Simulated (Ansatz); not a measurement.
# CH2OSTe: up Jacob's ladder to CCSD(T)

Aim: compute CH2OSTe with functionals from several rungs and with coupled cluster. The yardstick is the atomisation energy at the CCSD(T) limit.

The runs use Ansatz 0.2.0, Gaussian basis; functionals in def2-TZVPP, the program's frozen cores in correlated methods.

Levels to be run: LDA (SPW92), PBE-D4, revPBE-D4, BLYP-D4, r2SCAN-D4, B97M-V, PBE0-D4, B3LYP-D4, r2SCANh-D4, r2SCAN0-D4, HSE06-D4, BHLYP-D4, CAM-B3LYP-D4, LC-ωPBE, ωB97X-V, ωB97M-V, B2PLYP, PBE-QIDH; CCSD(T)/def2-SVP; CCSD(T)/def2-TZVPP; MP2/def2-QZVPP; extrapolation to the limit; RPA on PBE.

## 1. The geometry

The geometry comes from an earlier relaxation with PBE0-D4 in a triple-zeta def2 set; it is a stationary point. Te takes the def2 core potential; no spin-orbit term is included.

SMILES `O=C(S)[TeH]`, 6 atoms, charge 0, spin multiplicity 1.

Atoms are counted from 1 here; the program's logs count them from 0.

Bond lengths: O1–C2 1.188 Å, C2–S3 1.777 Å, C2–Te4 2.160 Å, S3–H5 1.343 Å, Te4–H6 1.654 Å. Angles: O1–C2–S3 121.1°, O1–C2–Te4 123.3°, S3–C2–Te4 115.6°, C2–S3–H5 96.5°, C2–Te4–H6 90.6°.

As a file:

```mol
CH2OSTe
  3D, bonds by distance, orders not assigned

  6  5  0  0  0  0  0  0  0  0999 V2000
   -0.4690   -1.4215    0.8149 O   0  0
    0.0679   -0.5559    0.2042 C   0  0
    1.7200   -0.7605   -0.4187 S   0  0
   -0.8626    1.3454   -0.2279 Te  0  0
    1.8192    0.4511   -0.9900 H   0  0
   -2.2334    0.8772    0.5713 H   0  0
  1  2  8  0
  2  3  8  0
  2  4  8  0
  3  5  8  0
  4  6  8  0
M  END
```

## 2. LDA

This LDA is Slater exchange with PW92 correlation.

Input file in.yaml:

```yaml
crystal:
  periodic: [false, false, false]
  atoms:
    - {symbol: O, position_ang: [-0.469008, -1.421454, 0.814947]}
    - {symbol: C, position_ang: [0.067899, -0.555943, 0.204178]}
    - {symbol: S, position_ang: [1.719962, -0.760466, -0.418718]}
    - {symbol: Te, position_ang: [-0.862556, 1.345438, -0.227940]}
    - {symbol: H, position_ang: [1.819153, 0.451120, -0.990013]}
    - {symbol: H, position_ang: [-2.233351, 0.877205, 0.571347]}
basis:
  gaussian: {orbitals: def2-TZVPP}
hamiltonian: {xc: lda}
output: {orbitals: {seedname: orbitals}}
```

Run with:

```console
$ ansatz run in.yaml --threads 2 --pin off --events-out ev --progress --plain --max-ram 4352MiB
```

Further steps of the session: PBE-D4 (GGA); revPBE-D4 (GGA); BLYP-D4 (GGA); r2SCAN-D4 (meta-GGA); B97M-V (meta-GGA); B3LYP-D4 (hybrid); r2SCANh-D4 (hybrid); r2SCAN0-D4 (hybrid); HSE06-D4 (hybrid); BHLYP-D4 (hybrid); CAM-B3LYP-D4 (range-separated); LC-ωPBE (range-separated); ωB97X-V (range-separated); ωB97M-V (range-separated); B2PLYP (double hybrid); PBE-QIDH (double hybrid); CCSD(T) in def2-SVP; CCSD(T) in def2-TZVPP; MP2 in def2-QZVPP; RPA on PBE orbitals.

Q: Predict the results of all the runs planned. Wanted: atomisation energy, CCSD(T)/CBS; farthest beyond LDA; mean size of error, GGA; mean size of error, meta-GGA; mean size of error, hybrid; mean size of error, range-separated; mean size of error, double hybrid; gap, smallest and largest; T1 diagnostic.

The runs gave:

| quantity | value |
| --- | --- |
| atomisation energy, CCSD(T)/CBS | 473.3 kcal/mol |
| functionals within 4.7 kcal/mol (1.0 %) | r2SCAN-D4, B97M-V, PBE0-D4, B3LYP-D4, r2SCANh-D4, HSE06-D4, ωB97X-V, ωB97M-V |
| farthest beyond LDA | BHLYP-D4 (-33.3 kcal/mol) |
| mean size of error, GGA | 14.9 kcal/mol |
| mean size of error, meta-GGA | 4.0 kcal/mol |
| mean size of error, hybrid | 9.7 kcal/mol |
| mean size of error, range-separated | 5.5 kcal/mol |
| mean size of error, double hybrid | 9.3 kcal/mol |
| gap, smallest and largest | 3.25 eV (BLYP-D4), 9.85 eV (LC-ωPBE) |
| T1 diagnostic | 0.0161 |
| triples share of the correlation energy | 3.9 % |

In words: LDA overbinds by 102.9 kcal/mol (22 %). PBE-D4 is off by +26.0 kcal/mol. Double hybrids carry the basis error of their MP2 part in triple zeta, and no dispersion term here, so their miss is partly the set-up's. Taken by rung, meta-GGA functionals do best (4.0 kcal/mol on average) and GGA ones worst beyond LDA (14.9 kcal/mol). The gap between the best rungs is small, so their order is not settled. Misses under about 4.7 kcal/mol are within the doubt on the reference itself, which lacks core-valence correlation, spin-orbit coupling and higher excitations, and its outer-core shells are covered unevenly. All levels share the lack of spin-orbit coupling, which lowers the free heavy atoms and so the true binding. Hartree-Fock recovers 60 % of the binding; the rest is correlation. CCSD(T) in def2-SVP is off by -43.6 kcal/mol, which most functionals beat. The gap grows from 3.2 to 9.9 eV across the functionals, mostly with the share of exact exchange. Correlated methods include outer-core shells of Te, which these sets cover unevenly.
